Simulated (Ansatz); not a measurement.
# Ti: stress in a strained cell

Aim: deform Ti (equal xx and yy strain of +2 %) and compute stress, forces and field gradients with LAPW, PAW and all-electron datasets made for the crystal.

Method: DFT PBEsol, scalar-relativistic, in Ansatz 0.2.0.

**1. The starting structure**

Symmetry: P6_3/mmc, No. 194, hexagonal system. Conventional cell: a = 2.950 Å, b = 2.950 Å, c = 4.686 Å, α = 90.00°, β = 90.00°, γ = 120.00°. Ti (site symmetry -6m2) has 12 Ti at 2.90 to 2.95 Å as nearest neighbours.

As a file:

```xyz
2
Lattice="2.9500 0.0000 0.0000 -1.4750 2.5548 0.0000 0.0000 0.0000 4.6860" Properties=species:S:1:pos:R:3 pbc="T T T"
Ti    0.0000    1.7032    1.1715
Ti    1.4750    0.8516    3.5145
```

Atoms are numbered in the order of the input: Ti1, Ti2.

**2. After the deformation**

Space group P6_3/mmc before, P6_3/mmc after.

**3. Full-potential LAPW**

input.yaml reads:

```yaml
crystal:
  lattice:
    - [3.0089978176, 0.0, 0.0]
    - [-1.5044989088, 2.60586855, 0.0]
    - [0.0, 0.0, 4.686]
  atoms:
    - { symbol: Ti, position: [0.3333333333, 0.6666666667, 0.25] }
    - { symbol: Ti, position: [0.6666666667, 0.3333333333, 0.75] }
kpoints:
  mp_grid: { grid: [14, 14, 8] }
  band_path:
    path:
      - [0.0, 0.0, 0.0]
      - [0.5, 0.0, 0.0]
      - [0.3333333333, 0.3333333333, 0.0]
      - [0.0, 0.0, 0.0]
      - [0.0, 0.0, 0.5]
      - [0.5, 0.0, 0.5]
      - [0.3333333333, 0.3333333333, 0.5]
      - [0.0, 0.0, 0.5]
      - [0.5, 0.0, 0.5]
    npoints: 5
scf:
  occupations: { method: fermi_dirac, width: 0.05 }
hamiltonian:
  xc: pbesol
  pseudopotentials: { kind: all_electron, lapw: { basis_error: 0.00025 } }
output:
  forces: true
  stress: true
  eigenvalues: true
```

Command:

```console
$ ansatz run input.yaml --threads 1 --pin off --max-ram 3072MiB --backend cpu --events-out ev --progress --plain --runs-dir out
```

**4. PAW on the default files**

input.yaml reads:

```yaml
crystal:
  lattice:
    - [3.0089978176, 0.0, 0.0]
    - [-1.5044989088, 2.60586855, 0.0]
    - [0.0, 0.0, 4.686]
  atoms:
    - { symbol: Ti, position: [0.3333333333, 0.6666666667, 0.25] }
    - { symbol: Ti, position: [0.6666666667, 0.3333333333, 0.75] }
kpoints:
  mp_grid: { grid: [14, 14, 8] }
scf:
  occupations: { method: fermi_dirac, width: 0.05 }
hamiltonian:
  xc: pbesol
  pseudopotentials: { kind: paw }
output:
  forces: true
  stress: true
  eigenvalues: true
  efg: { contact_densities: true }
```

**5. Datasets made for this crystal**

Changes to input.yaml since step 4:

```diff
@@ -14,3 +14,3 @@
   xc: pbesol
-  pseudopotentials: { kind: paw }
+  pseudopotentials: { kind: all_electron, datasets: crystal }
 output:
```

(Steps that only read results are left out.)

Q: Predict the outcome of this session. Wanted: pressure; largest shear or deviatoric stress.

As calculated:

```
                                 quantity                                              value
                                 pressure  LAPW -9.45, PAW -9.44, crystal datasets -9.45 GPa
largest shear or deviatoric stress (LAPW)                                           0.88 GPa
```

In words: The largest part of the stress beyond the pressure is 0.88 GPa in size, in the zz component; the atoms are carried along and not relaxed. No run of the undeformed cell stands beside it, so the pressure holds what the given cell had before the change. PAW: stress within 0.01 GPa of LAPW. Crystal datasets: stress within 0.01 GPa of LAPW.
